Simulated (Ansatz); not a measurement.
This script for harmonic frequencies at the relaxed geometry of AlH5O2Si, SMILES [OH][AlH][SiH2]O with Ansatz 0.2.0 through its Python package holds a mistake.

The script reads `alh5o2si.xyz`:
```text
8

O    -0.60370    2.10420   -0.83010
Al   -0.21370    1.11660    0.60950
Si    0.30640   -1.15560    0.30030
O     0.31080   -1.55030   -1.35430
H    -1.63110    2.03850   -0.94580
H    -0.20190    1.77650    2.07150
H     1.73390   -1.39730    0.80080
H    -0.56480   -1.97100    1.07110
```

`alh5o2si_freq.py`:
```python
"""Vibrations and zero-point energy of AlH5O2Si."""

import itertools

import ansatz as az
from ase.data import atomic_numbers, covalent_radii
import numpy as np

mol = az.Crystal.molecule_from_extxyz("alh5o2si.xyz")

calculation = (
    mol.calculation()
    .basis(gaussian="cc-pVDZ")
    .functional("b3lyp")
)
symbols = [site.symbol for site in mol.cartesian_sites]
start = np.array([site.position_ang for site in mol.cartesian_sites], dtype=float)
data = calculation.relax(force_tolerance=0.003, max_steps=30).run(threads=1, backend="cpu").report
end = np.array(data["positions_ang"])

# pairs closer than 1.2 times the sum of covalent radii, before or after
radius = [covalent_radii[atomic_numbers[s]] for s in symbols]
span = lambda where, i, j: np.linalg.norm(where[i] - where[j])
bonded = [(i, j) for i, j in itertools.combinations(range(len(symbols)), 2) if min(span(start, i, j), span(end, i, j)) < 1.2 * (radius[i] + radius[j])]
print("pair        before    after (A)")
for i, j in bonded:
    print(f"{symbols[i]}{i}-{symbols[j]}{j}".ljust(10), f"{span(start, i, j):8.4f} {span(end, i, j):8.4f}")

# frequencies need a stationary point, so they are taken at the relaxed geometry
minimum = az.Crystal.molecule()
for symbol, place in zip(symbols, end):
    minimum = minimum.atom(symbol, place.tolist())
vibrating = (
    minimum.calculation()
    .basis(gaussian="cc-pVDZ")
    .functional("b3lyp")
    .phonons(temperatures=(298.15, 498.15, 100))
)
vib = vibrating.run(threads=1, backend="cpu").report["vibrations"]
sums = vib["harmonic_sums"]
modes = [m["omega_inv_cm"] for m in sums["modes_at_gamma"] if m["rigid_motion"] == "no"]
print("frequencies (1/cm):", " ".join(f"{w:.0f}" for w in modes))
print("imaginary modes:", sum(w < 0 for w in modes), " zero-point energy:", round(sums["zero_point_energy_ev"], 4), "eV")
print("T (K)   F_vib (eV)   S_vib (meV/K)   C_vib (meV/K)")
for row in zip(sums["temperatures_k"], sums["vibrational_free_energy_ev"], vib["entropy_ev_per_k"], vib["heat_capacity_ev_per_k"]):
    print(f"{row[0]:6.1f} {row[1]:11.4f} {1000 * row[2]:13.4f} {1000 * row[3]:15.4f}")
```

`python alh5o2si_freq.py` gives:
```text
Traceback (most recent call last):
  File "alh5o2si_freq.py", line 18, in <module>
    data = calculation.relax(force_tolerance=0.003, max_steps=30).run(threads=1, backend="cpu").report
           ~~~~~~~~~~~~~~~~~~~~~~~~~~~~~~~~~~~~~~~~~~~~~~~~~~~~~~~~~~^^^^^^^^^^^^^^^^^^^^^^^^^^
  ...
ansatz.NonConvergedError: geometry relaxation did not converge after 30 steps: max|allowed force component| = 5.25e-3 eV/Å (threshold 3.0e-3). Raise `relax.max_steps` over both its present limit and 30, loosen `relax.f_tol`, or start from a geometry closer to equilibrium. Where this run's directory can be resumed (`checkpoint.write`), a resume goes on for up to `relax.max_steps` more
```
(Library frames cut from the traceback.)

Find the fault and give the corrected script.

The fault: an atom is missing. The cap on steps that the faulty run carried goes too. Mended:

```diff
--- before
+++ after
@@ -17,3 +17,3 @@
 start = np.array([site.position_ang for site in mol.cartesian_sites], dtype=float)
-data = calculation.relax(force_tolerance=0.003, max_steps=30).run(threads=1, backend="cpu").report
+data = calculation.relax(force_tolerance=0.003).run(threads=1, backend="cpu").report
 end = np.array(data["positions_ang"])
--- alh5o2si.xyz
+++ alh5o2si.xyz
@@ -1 +1 @@
-8
+9
@@ -10,0 +11 @@
+H     0.95260   -1.00790   -1.74030
```

With that change:

```console
$ python alh5o2si_freq.py
pair        before    after (A)
O0-Al1       1.7888   1.7377
O0-H4        1.0360   0.9651
Al1-Si2      2.3514   2.4805
Al1-H5       1.6041   1.5890
Si2-O3       1.7010   1.7094
Si2-H6       1.5319   1.5075
Si2-H7       1.4206   1.4987
O3-H8        0.9247   0.9667
frequencies (1/cm): 49 74 204 239 309 352 438 514 597 689 722 791 824 859 913 927 1894 2129 2178 3825 3856
imaginary modes: 0  zero-point energy: 1.3876 eV
T (K)   F_vib (eV)   S_vib (meV/K)   C_vib (meV/K)
 298.1      1.2725        0.8092          0.8189
 398.1      1.1782        1.0722          0.9978
 498.1      1.0589        1.3102          1.1245
```

Caveats:
- The frequencies are harmonic and unscaled, in a modest basis.
- b3lyp holds the VWN-RPA fit, as in Gaussian; the form of ORCA and Turbomole is b3lyp5.
- Timing: 3.4 min on 1 thread of Arm Neoverse V1, with other jobs on the host, peak memory 0.26 GiB.
